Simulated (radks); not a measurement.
# Exchange and kinetic functionals tested on atomic densities: Ne³⁺, Sc¹¹⁺, Li⁺, Ag, Hg⁺, Sr

An exercise on one series of results from a longer session: the logs are not shown, and one member is left open.

Method: non-relativistic Kohn-Sham, LDA (Slater exchange, Perdew-Wang correlation), spin-polarised, spherical densities, point nucleus; open shells are filled with parallel spins first. Code: radks (a radial shooting solver on a logarithmic mesh, Libxc functionals) version 1.

**What is computed**

```
species : Ne³⁺ ([He] 2s2 2p3), Sc¹¹⁺ ([Ne]), Li⁺ ([He]), Ag ([Kr] 4d10 5s1), Hg⁺ ([Xe] 4f14 5d10 6s1), Sr ([Kr] 5s2)
```

Set-up of the first run:

The run's settings:

```text
Z 10
configuration [He] 2s2 2p3
relativity non-relativistic
functional lda,pw
spin polarised
nucleus point
```

Steps of the session up to this table: Ne³⁺, [He] 2s2 2p3.

One table of the session follows, with a row left open; its other results are not shown here.

It belongs to the step «Ne³⁺, [He] 2s2 2p3». Radial moments (bohr):

| level | <r> | outermost maximum (interpolated) | 90 % within |
| --- | --- | --- | --- |
| 1s up | 0.1590 | 0.103 | 0.284 |
| 1s down | 0.1584 | 0.103 | 0.283 |
| 2s up | 0.7932 | 0.645 | 1.24 |
| 2s down | 0.8144 | 0.656 | 1.28 |
| 2p up | ? | ? | ? |
| 2p down | 0.7771 | 0.569 | 1.30 |

Estimate the missing values for 2p up.

**Answer.** <r>: 0.7439; outermost maximum (interpolated): 0.553; 90 % within: 1.23. In the column «<r>» it lies between 1s up (0.1590) and 2p down (0.7771).
